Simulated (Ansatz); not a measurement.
Input of an Ansatz 0.2.0 run:

Contents of input.yaml:

```yaml
crystal:
  lattice:
    - [3.3690001795, 0.0, 0.0]
    - [-1.6845000897, 2.9176397408, 0.0]
    - [0.0, 0.0, 30.99]
  atoms:
    - { symbol: Sb, position: [0.6666666667, 0.3333333334, 0.2420135528] }
    - { symbol: Sb, position: [0.3333333333, 0.6666666666, 0.3280090352] }
    - { symbol: Sb, position: [0.6666666667, 0.3333333334, 0.4140045176] }
    - { symbol: Sb, position: [0.3333333333, 0.6666666666, 0.5] }
    - { symbol: Sb, position: [0.6666666667, 0.3333333334, 0.5859954824] }
    - { symbol: Sb, position: [0.3333333333, 0.6666666666, 0.6719909648] }
    - { symbol: Sb, position: [0.6666666667, 0.3333333334, 0.7579864472] }
hamiltonian:
  xc: pbesol
  pseudopotentials: { kind: paw }
kpoints:
  mp_grid: { grid: [9, 9, 1] }
  band_path:
    path:
      - [0.0, 0.0, 0.0]
      - [0.5, 0.0, 0.0]
      - [0.3333333333, 0.3333333333, 0.0]
      - [0.0, 0.0, 0.0]
    npoints: 10
scf:
  occupations: { method: fermi_dirac, width: 0.05 }
  n_extra_bands: 17
output:
  forces: true
  eigenvalues: true
  fatbands: true
efield:
  axis: 3
  dipole_correction: true
  ramp_width: 0.04
```

Potentials or basis: Ansatz PAW.

The run is started by

```sh
$ ansatz run input.yaml --threads 4 --pin off --max-ram 11264MiB --backend cpu --events-out ev --progress --plain --runs-dir out
```

Question: Predict the dipole across the slab.

Answer: 0.000 e·Å.

Question: Estimate the work function of the upper face.

Answer: 4.22 eV.

Question: What does it give for the band gap on the k mesh?

Answer: None (metal or under the smearing width).

Question: Estimate the work function of the lower face.

Answer: 4.22 eV.

Levels at the corners of the path, in eV from the Fermi level:
```csv
point,band 48,band 49,band 50,band 51,band 52,band 53,band 54,band 55,band 56,band 57
Γ,2.58,3.39,3.39,3.62,3.62,3.86,3.96,3.96,4.04,4.38
M,-3.86,-3.18,-1.90,-0.80,0.11,0.21,0.52,0.56,1.01,1.04
K,-3.74,-3.52,-3.15,-2.92,-2.62,-2.44,-2.19,-1.69,-1.10,-0.52
Γ,2.58,3.39,3.39,3.62,3.62,3.86,3.96,3.96,4.04,4.38
```

Caveat: spin-orbit coupling is left out, which moves the levels of the heavy elements.
